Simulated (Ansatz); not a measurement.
# AsFH6OSi2: the cost of one run

Program: Ansatz 0.2.0. Level of theory: RKS PBE0/def2-SVP. These are calculated values, not measurements.

1 further run of the same task is left out (it didn't finish).

## 1. The system as given

Bond lengths: F1–Si2 1.642 Å, Si2–Si3 2.208 Å, Si2–O4 1.725 Å, O4–As5 1.781 Å, Si2–H6 1.491 Å, Si3–H7 1.523 Å, Si3–H8 1.442 Å, Si3–H9 1.519 Å, As5–H10 1.579 Å, As5–H11 1.531 Å. Angles (14 of 16 angles, heavy atoms first): F1–Si2–Si3 107.0°, F1–Si2–O4 111.4°, Si3–Si2–O4 108.7°, Si2–O4–As5 108.8°, F1–Si2–H6 110.1°, Si3–Si2–H6 109.8°, O4–Si2–H6 109.9°, Si2–Si3–H7 110.2°, Si2–Si3–H8 111.8°, Si2–Si3–H9 111.3°, O4–As5–H10 90.6°, O4–As5–H11 92.2°, H7–Si3–H8 106.8°, H7–Si3–H9 107.2°.

Coordinates:

```xyz
11

F    -2.5604    0.4799    0.5165
Si   -1.0017    0.5696    0.0084
Si    0.2665   -0.0633    1.7015
O    -0.7133   -0.4885   -1.3228
As    0.7761    0.0254   -2.1540
H    -0.6684    1.9710   -0.3758
H     1.7360   -0.0094    1.3057
H    -0.0084   -1.4230    2.0968
H     0.0901    0.8554    2.8979
H     1.6165   -1.0334   -1.3373
H     0.5325   -0.9406   -3.3164
```

## 2. End point A

Contents of input.yaml:

```yaml
crystal:
  periodic: [false, false, false]
  atoms:
    - { symbol: F, position_ang: [-2.5604, 0.4799, 0.5165] }
    - { symbol: Si, position_ang: [-1.0017, 0.5696, 0.0084] }
    - { symbol: Si, position_ang: [0.2665, -0.0633, 1.7015] }
    - { symbol: O, position_ang: [-0.7133, -0.4885, -1.3228] }
    - { symbol: As, position_ang: [0.7761, 0.0254, -2.154] }
    - { symbol: H, position_ang: [-0.6684, 1.971, -0.3758] }
    - { symbol: H, position_ang: [1.736, -0.0094, 1.3057] }
    - { symbol: H, position_ang: [-0.0084, -1.423, 2.0968] }
    - { symbol: H, position_ang: [0.0901, 0.8554, 2.8979] }
    - { symbol: H, position_ang: [1.6165, -1.0334, -1.3373] }
    - { symbol: H, position_ang: [0.5325, -0.9406, -3.3164] }
basis:
  gaussian: { orbitals: def2-SVP }
hamiltonian:
  xc: pbe0
relax:
  f_tol: 0.015
  max_steps: 40
```

Launch:

```
$ ansatz run input.yaml --threads 2 --pin off --max-ram 3072MiB --backend cpu --events-out ev --progress --plain --runs-dir out
```

Q: Estimate wall time and peak memory on 2 threads of Arm Neoverse V2, shared host.

About 92 s, with a peak of 0.33 GiB.
